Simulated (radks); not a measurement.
# Taking charge from the 4p level of Sn²⁺ in fractions

What happens to E and to the 4p eigenvalue of Sn²⁺ when a fraction of an electron is removed? The exact functional would give straight lines between whole numbers for a frontier level.

The numbers are computed with radks (a radial shooting solver on a logarithmic mesh, Libxc functionals) version 1 (scalar-relativistic Kohn-Sham, PBE, spin-unpolarised, spherical densities, finite nucleus), except any that are marked as measured or tabulated.

**1. The atom as given**

* element: tin (Z = 50)
* charge: +2
* electrons: 48
* configuration: [Kr] 4d10 5s2
* nuclear rms radius: 4.6519 fm

Outer shells as boxes (Hund's rule):

Sn²⁺
```
[Kr] core
4d [↑↓][↑↓][↑↓][↑↓][↑↓]
5s [↑↓]
```

In the logs a row gives level, spin channel, occupation and eigenvalue; Etot, Ekin, Encl (electron-nucleus), Eh (Hartree) and Exc are energies, all in hartree; err is the last residual, it the number of iterations.

**2. Start: [Kr] 4d10 5s2**

The run's settings:

```text
Z 50
configuration [Kr] 4d10 5s2
relativity scalar-relativistic
functional pbe,pbe
spin unpolarised
nucleus finite rms 4.6519 fm
c 137.035999084
```

Output:

```text
1s      1   2.0000       -1066.83604308
2s      1   2.0000        -161.60293246
2p      1   6.0000        -145.14225011
3s      1   2.0000         -31.70435658
3p      1   6.0000         -26.32445040
3d      1  10.0000         -18.04150713
4s      1   2.0000          -5.56305318
4p      1   6.0000          -3.93783689
4d      1  10.0000          -1.58791187
5s      1   2.0000          -0.95881565
Etot -6176.275748426461
Ekin 6448.223827655262
Encl -14904.511883903951
Eh 2444.333625183508
Exc -164.32131736127968
err 3.0643851981807806e-09
it 14
```

The top filled level is 5s, -26.091 eV.

Radial moments (bohr):

```
level  occupation  energy (eV)     <r>  outermost maximum (interpolated)  90 % within  nodes
   2p           6      -3949.5  0.1096                            0.0849        0.178      0
   3s           2      -862.72  0.3394                             0.308        0.499      2
   3p           6      -716.32  0.3377                             0.301        0.507      1
   3d          10      -490.93  0.3146                             0.251        0.496      0
   4s           2      -151.38  0.8186                             0.746         1.18      3
   4p           6      -107.15  0.8856                             0.788         1.30      2
   4d          10      -43.209   1.091                             0.886         1.69      1
   5s           2      -26.091   2.216                              1.94         3.22      4
```

The radial density on a logarithmic grid:

```csv
r (bohr),4πr²ρ (e/bohr)
0.00101,1.581
0.00154,3.302
0.00235,6.704
0.00356,12.88
0.00544,23.50
0.00831,38.87
0.0127,55.50
0.0192,64.38
0.0294,59.86
0.0449,56.69
0.0687,74.47
0.104,79.79
0.159,57.95
0.243,66.80
0.371,46.86
0.563,20.35
0.860,22.81
1.31,9.721
2.01,2.516
3.04,0.5168
4.65,0.02665
```

**3. 0.25 electron removed from 4p**

Settings, as their differences from step 2:

```diff
@@ -1,3 +1,3 @@
 Z 50
-configuration [Kr] 4d10 5s2
+configuration [Ar] 3d10 4s2 4p5.75 4d10 5s2
 relativity scalar-relativistic
```

Output:

```text
1s      1   2.0000       -1067.04682950
2s      1   2.0000        -161.80161135
2p      1   6.0000        -145.34214310
3s      1   2.0000         -31.89894645
3p      1   6.0000         -26.51911753
3d      1  10.0000         -18.23601286
4s      1   2.0000          -5.73945977
4p      1   5.7500          -4.11046251
4d      1  10.0000          -1.74908411
5s      1   2.0000          -1.06662616
Etot -6175.270349669694
Ekin 6447.205212081098
Encl -14893.921527320495
Eh 2435.551844395179
Exc -164.10587882547398
err 2.1663161824505424e-09
it 15
```

Energy against step 2 (start: [Kr] 4d10 5s2): +27.358 eV. 5s is the highest filled level (-29.024 eV).

**4. 0.5 electron removed from 4p**

The run's settings:

```text
Z 50
configuration [Ar] 3d10 4s2 4p5.5 4d10 5s2
relativity scalar-relativistic
functional pbe,pbe
spin unpolarised
nucleus finite rms 4.6519 fm
c 137.035999084
```

Output:

```text
1s      1   2.0000       -1067.26193142
2s      1   2.0000        -162.00445978
2p      1   6.0000        -145.54622699
3s      1   2.0000         -32.09745962
3p      1   6.0000         -26.71770996
3d      1  10.0000         -18.43446741
4s      1   2.0000          -5.91911158
4p      1   5.5000          -4.28626316
4d      1  10.0000          -1.91351534
5s      1   2.0000          -1.17704762
Etot -6174.22140680201
Ekin 6446.142932395331
Encl -14883.115213878042
Eh 2426.636551106043
Exc -163.88567642534267
err 2.701953400399182e-09
it 14
```

Energy against step 2 (start: [Kr] 4d10 5s2): +55.901 eV. Highest occupied level: 5s at -32.029 eV.

**5. 0.75 electron removed from 4p**

The run's settings:

```text
Z 50
configuration [Ar] 3d10 4s2 4p5.25 4d10 5s2
relativity scalar-relativistic
functional pbe,pbe
spin unpolarised
nucleus finite rms 4.6519 fm
c 137.035999084
```

Output:

```text
1s      1   2.0000       -1067.48119009
2s      1   2.0000        -162.21130989
2p      1   6.0000        -145.75433490
3s      1   2.0000         -32.29972219
3p      1   6.0000         -26.92005387
3d      1  10.0000         -18.63669721
4s      1   2.0000          -6.10182902
4p      1   5.2500          -4.46506431
4d      1  10.0000          -2.08103837
5s      1   2.0000          -1.28996131
Etot -6173.128148619081
Ekin 6445.036179248719
Encl -14872.100775408906
Eh 2417.5973966808724
Exc -163.66094913976565
err 1.8929787376297553e-09
it 15
```

E − E(step 2, start: [Kr] 4d10 5s2) = +85.651 eV. Highest occupied level: 5s at -35.102 eV.

**6. 1 electron removed from 4p**

The run's settings:

```text
Z 50
configuration [Ar] 3d10 4s2 4p5 4d10 5s2
relativity scalar-relativistic
functional pbe,pbe
spin unpolarised
nucleus finite rms 4.6519 fm
c 137.035999084
```

Output:

```text
1s      1   2.0000       -1067.70446665
2s      1   2.0000        -162.42201420
2p      1   6.0000        -145.96632030
3s      1   2.0000         -32.50558105
3p      1   6.0000         -27.12599621
3d      1  10.0000         -18.84254949
4s      1   2.0000          -6.28745414
4p      1   5.0000          -4.64671276
4d      1  10.0000          -2.25150592
5s      1   2.0000          -1.40526212
Etot -6171.989844782264
Ekin 6443.884187374288
Encl -14860.885056677507
Eh 2408.442938505689
Exc -163.43191398473363
err 1.8751003309097166e-09
it 15
```

E − E(step 2, start: [Kr] 4d10 5s2) = +116.625 eV. 5s is the highest filled level (-38.239 eV).

**7. What came out**

```
removed (e)  E − E(0) (eV)  eigenvalue (eV)  E minus straight line (eV)
          0          0.000          -107.15                       0.000
       0.25         27.358          -111.85                      -1.798
        0.5         55.901          -116.64                      -2.411
       0.75         85.651          -121.50                      -1.818
          1         116.63          -126.44                       0.000
```

In words: Removing the whole electron costs 116.63 eV, against 107.15 eV from minus the starting eigenvalue. Slater's transition state, half an electron removed, gives 116.64 eV. The trapezoid integral of minus the eigenvalue gives 116.70 eV over the range, against 116.63 eV from the energies (Janak's theorem; approximate here, since the scalar-relativistic density holds large components alone). The eigenvalue moves by 19.3 eV per electron. E bends below the straight line by 2.41 eV at 0.5 electron removed.
